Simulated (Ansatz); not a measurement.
Task: a single point of Cs2NaSbF6, space group Fm-3m, with Ansatz 0.2.0 through its Python package. Give the script and its output. Settings: PBEsol, PAW, the default cutoff (420 eV here), 4×4×4 k-points, fixed occupations.

```
Cs Na Sb F
1.0
     0.00000    4.63204    4.63204
     4.63204    0.00000    4.63204
     4.63204    4.63204    0.00000
Cs Na Sb F
2 1 1 6
Direct
  0.75000 0.75000 0.75000
  0.25000 0.25000 0.25000
  0.50000 0.50000 0.50000
  0.00000 0.00000 0.00000
  0.75978 0.24022 0.24022
  0.24022 0.24022 0.75978
  0.24022 0.75978 0.75978
  0.24022 0.75978 0.24022
  0.75978 0.24022 0.75978
  0.75978 0.75978 0.24022
```

Script `run_scf.py`:
```python
"""Self-consistent field of Cs2NaSbF6 at the given structure."""

from collections import Counter
import json

import ansatz as az
import numpy as np
from pymatgen.core import Structure

structure = (
    az.Lattice.fcc(9.264074)
    .space_group(225)
    .atom("Cs", (0.25, 0.25, 0.75))
    .atom("Na", (0.5, 0.0, 0.0))
    .atom("Sb", (0.0, 0.0, 0.0))
    .atom("F", (0.240221, 0.0, 0.0))
    .primitive()
)

# functional, basis and sampling
setup = (
    structure.calculation()
    .kpoints(mesh=(4, 4, 4), shift=0.5)
    .functional("pbesol")
    .scf(max_iterations=150, lower_state_search="standard")
    .occupations("Fixed")
    .potential()
    .band_table()
)
def show(event):
    row = event["data"]
    if event["event"] == "scf_iter" and row.get("harris_foulkes_ev") is not None:
        print(f"  iteration {row['iter']:3d}  Harris-Foulkes {row['harris_foulkes_ev']:.5f} eV  residual {row['dr2_ev']:.2e}")


out = setup.session().plan().execute(on_event=show)
report = out.report

energy = report["free_energy_ev"]
print("Cs2NaSbF6: {:.6f} eV = {:.6f} Ry = {:.6f} Ha".format(energy, energy / 13.605693, energy / 27.211386))
print("Fermi level {:.4f} eV, {} k-points, {} symmetry operations".format(report["fermi_energy_ev"], report["n_kpoints"], report["n_symmetry_ops"]))

final = Structure(out.lattice.cell_ang, [s.symbol for s in out.lattice.sites], [s.position_frac for s in out.lattice.sites])
print(final)

keep = ["free_energy_ev", "energy_sigma0_ev", "fermi_energy_ev", "n_iterations", "converged", "magnetization_mub", "n_kpoints"]
with open("cs2nasbf6.json", "w") as handle:
    json.dump({key: report[key] for key in keep}, handle, indent=1)

v = out.potential()
line = v.v_es_ev.mean(axis=(0, 1))
print("planar mean of the electrostatic potential along the third grid axis (eV):")
print(np.round(line[:: max(len(line) // 12, 1)], 3))

# shortest distances, periodic images included
for index, site in enumerate(final):
    near = final.get_neighbors(site, 4.5)
    edge = 1.15 * min(n.nn_distance for n in near)
    shell = Counter((round(n.nn_distance, 2), n.specie.symbol) for n in near if n.nn_distance < edge)
    print(f"{index:2d} {site.specie.symbol:2s}", ", ".join(f"{count} {symbol} at {d:.2f}" for (d, symbol), count in sorted(shell.items())))

table = np.array(report["eigenvalues_ev"]) - report["fermi_energy_ev"]
filling = np.array(report["occupations"])
weights = np.tile(report["kweights"], len(table) // len(report["kweights"]))
print("band   lowest  highest (eV from E_F)  electrons")
for band in range(table.shape[1]):
    if table[:, band].max() > -10:
        print(f"{band + 1:4d} {table[:, band].min():8.3f} {table[:, band].max():8.3f} {weights @ filling[:, band]:18.4f}")
print("electrons counted from the table:", round(float(weights @ filling.sum(axis=1)), 5))
```

```console
$ python run_scf.py
DeckWarning: basis.ecutwfc = 420 eV, auto-derived from the records' recommended cutoffs: set by Cs (normal level)
DeckWarning: crystal.symmetry: narrowed to the stabiliser of the k-point mesh — unitary ops 48 → 12; excluded 36 operations that carry a point of the 4×4×4 mesh (shift [0.5, 0.5, 0.5]) off the mesh [...]
  iteration   1  Harris-Foulkes -23867.61073 eV  residual 1.76e-01
  iteration   2  Harris-Foulkes -23867.56449 eV  residual 9.95e-03
  iteration   3  Harris-Foulkes -23867.56201 eV  residual 7.65e-04
  iteration   4  Harris-Foulkes -23867.56213 eV  residual 4.47e-05
  iteration   5  Harris-Foulkes -23867.56226 eV  residual 3.01e-06
  iteration   6  Harris-Foulkes -23867.56227 eV  residual 1.79e-07
  iteration   7  Harris-Foulkes -23867.56227 eV  residual 1.33e-08
Cs2NaSbF6: -23867.562266 eV = -1754.233486 Ry = -877.116743 Ha
Fermi level 4.0400 eV, 10 k-points, 12 symmetry operations
Full Formula (Cs2 Na1 Sb1 F6)
Reduced Formula: Cs2NaSbF6
abc   :   6.550690   6.550690   6.550690
angles:  60.000000  60.000000  60.000000
pbc   :       True       True       True
Sites (10)
  #  SP           a         b         c
---  ----  --------  --------  --------
  0  Cs    0.75      0.75      0.75
  1  Cs    0.25      0.25      0.25
  2  Na    0.5       0.5       0.5
  3  Sb    0         0         0
  4  F     0.759779  0.240221  0.240221
  5  F     0.240221  0.240221  0.759779
  6  F     0.759779  0.759779  0.240221
  7  F     0.240221  0.759779  0.240221
  8  F     0.759779  0.240221  0.759779
  9  F     0.240221  0.759779  0.759779
planar mean of the electrostatic potential along the third grid axis (eV):
[4.574 4.354 3.162 0.907 1.014 3.935 6.017 5.788 5.788 6.017 3.935 1.014
 0.907 3.162 4.354]
 0 Cs 12 F at 3.28
 1 Cs 12 F at 3.28
 2 Na 6 F at 2.41
 3 Sb 6 F at 2.23
 4 F  1 Sb at 2.23, 1 Na at 2.41
 5 F  1 Sb at 2.23, 1 Na at 2.41
 6 F  1 Sb at 2.23, 1 Na at 2.41
 7 F  1 Sb at 2.23, 1 Na at 2.41
 8 F  1 Sb at 2.23, 1 Na at 2.41
 9 F  1 Sb at 2.23, 1 Na at 2.41
band   lowest  highest (eV from E_F)  electrons
  18   -8.467   -8.398             2.0000
  19   -6.903   -6.734             2.0000
  20   -6.903   -6.692             2.0000
  21   -6.881   -6.612             2.0000
  22   -6.671   -6.480             2.0000
  23   -6.635   -6.439             2.0000
  24   -6.602   -6.373             2.0000
  25   -4.848   -4.546             2.0000
  26   -4.581   -4.449             2.0000
  27   -4.528   -4.438             2.0000
  28   -3.547   -3.173             2.0000
  29   -3.469   -3.173             2.0000
  30   -3.281   -2.941             2.0000
  31   -3.270   -2.896             2.0000
  32   -3.051   -2.896             2.0000
  33   -2.991   -2.799             2.0000
  34   -2.895   -2.799             2.0000
  35   -2.865   -2.774             2.0000
  36   -2.801   -2.652             2.0000
  37   -2.755   -2.566             2.0000
  38   -2.699   -2.566             2.0000
  39   -2.669   -2.449             2.0000
  40   -2.645   -2.449             2.0000
  41   -2.518   -2.441             2.0000
  42   -0.527    0.000             2.0000
  43    4.194    4.643             0.0000
  44    4.310    4.877             0.0000
  45    4.310    4.927             0.0000
  46    5.642    7.000             0.0000
  47    6.028    7.027             0.0000
  48    6.028    7.274             0.0000
  49    7.197    7.908             0.0000
  50    7.643    8.103             0.0000
  51    7.758    8.115             0.0000
  52    8.023    8.445             0.0000
electrons counted from the table: 84.0
```
(Warnings from the package without file and line, shortened.)

It writes `cs2nasbf6.json`:
```json
{
 "free_energy_ev": -23867.56226570373,
 "energy_sigma0_ev": -23867.56226570373,
 "fermi_energy_ev": 4.0400007045203665,
 "n_iterations": 7,
 "converged": true,
 "magnetization_mub": 0.0,
 "n_kpoints": 10
}
```

What to keep in mind:
- The settings weren't tested for convergence.
- The Fermi level of a run with fixed occupations marks the highest occupied state on its mesh, not mid-gap.
- The zero of the levels is a convention of the potentials, so an absolute Fermi energy is no work function.
- This cell is a computed structure, which may not be the phase found in nature.
- Gaps and levels are Kohn-Sham values on a finite set of k-points, without spin-orbit coupling.
- Run time: 6 s on 1 thread of Arm Neoverse V2, with other jobs on the host, peak memory 0.52 GiB.

(Lines on the test bed's own set-up are left out of the output.)
